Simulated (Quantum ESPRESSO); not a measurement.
**GaGe in Quantum ESPRESSO: the effect of target pressure**

GaGe:

```xyz
2
Lattice="0.0000 2.8978 2.8978 2.8978 0.0000 2.8978 2.8978 2.8978 0.0000" Properties=species:S:1:pos:R:3 pbc="T T T"
Ge    0.0000    0.0000    0.0000
Ga    1.4489    1.4489    1.4489
```

The cell comes from a database or a generator and needn't be the stable form of this composition.

Alike in all runs:

```yaml
Program: Quantum ESPRESSO 7.5
Task: relaxation of cell and atoms
Functional: PBEsol
Potentials_or_basis: GBRV 1.5 PBEsol
Cutoff: 871 eV
Density_cutoff: 7007 eV
k_mesh: 8 × 8 × 8
Occupations: fermi-dirac, width 0.05 eV
Spin: no spin polarisation
```

Each run relaxes the cell or the atoms first.

Task: One run gave: relaxed volume 21.42 Å³/atom. Which target pressure did it use?
A. 2 GPa
B. 20 GPa
C. 5 GPa
D. 10 GPa
E. 0 GPa

Result: C.

| target pressure | relaxed volume (Å³/atom) |
| --- | --- |
| 0 GPa | 23.13 |
| 2 GPa | 22.37 |
| 5 GPa | 21.42 |
| 10 GPa | 20.23 |
| 20 GPa | 18.61 |
| 30 GPa | 17.47 |

Caveats: the volume moved by over 15 % at a fixed basis, so the end points are rough (some runs).
